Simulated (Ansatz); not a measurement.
Task: the interaction energy of a dimer with the counterpoise correction of BFHI, SMILES FBI, with Ansatz 0.2.0, Python API. Give the script and its output. Level of theory (for the species named): PBE0, def2-SVP basis, multiplicity 1.

```xyz
4

F    -0.2254    0.9784   -1.0803
B    -0.2329    0.0418   -0.0318
I     1.6680   -0.7889    0.6005
H    -1.1541   -0.2916    0.4913
```

`dimer.py`
```python
'''Binding of a BFHI dimer at a trial geometry.'''

import ansatz
import numpy as np

params = {
    'basis_set': 'def2-SVP',
    'functional': 'pbe0',
}

FIRST = [
    ('F', (-0.2393, 0.9935, -1.0752)),
    ('B', (-0.2468, 0.0569, -0.0267)),
    ('I', (1.6541, -0.7738, 0.6056)),
    ('H', (-1.168, -0.2765, 0.4964)),
]
SECOND = [
    ('F', (-1.3014, 0.7415, -6.0879)),
    ('B', (-0.3494, 1.6516, -5.5959)),
    ('I', (-0.9005, 2.8749, -3.8921)),
    ('H', (0.6666, 1.7751, -6.027)),
]

def energy(atoms, ghosts=()):
    molecule = ansatz.Crystal.molecule()
    for symbol, xyz in atoms:
        molecule = molecule.atom(symbol, xyz)
    calc = (
        molecule.calculation()
        .basis(gaussian=params['basis_set'])  # the orbital basis, by name
        .functional(params['functional'])
    )
    deck = calc.input()
    if ghosts:
        deck = deck.set(ansatz.key.basis.gaussian.ghost_atoms, [{'symbol': s, 'position_ang': list(xyz)} for s, xyz in ghosts])
    return ansatz.Session.from_dict(deck).plan().execute().report['free_energy_ev']

# monomers in their own basis and in the basis of the dimer
direction = np.array([-0.0827, 0.3089, -0.9475])
print('shift (A)   counterpoise-corrected interaction (kcal/mol)')
for shift in (-0.3, 0.0, 0.4, 1.0, 2.0):
    moved = [(s, tuple(np.round(np.array(xyz) + shift * direction, 4))) for s, xyz in SECOND]
    gain = energy(FIRST + moved) - energy(FIRST, moved) - energy(moved, FIRST)
    print(f'{shift:8.2f} {23.060548 * gain:14.3f}')
```

```console
$ python dimer.py
shift (A)   counterpoise-corrected interaction (kcal/mol)
   -0.30          1.659
    0.00          0.527
    0.40          0.055
    1.00         -0.039
    2.00         -0.024
```

What to keep in mind:
- The dimer is a generated trial pose of unrelaxed monomers, not a minimum, so the figure is no binding energy, and the basis set is small.
- def2 sets replace the cores of elements past krypton by effective core potentials.
- This level lacks the dispersion part of the attraction (electrostatics and induction are there), which can decide the sign where the interaction is weak.
- It ran for 41 s on 1 thread of Arm Neoverse V2 (shared host), peak memory 0.36 GiB.
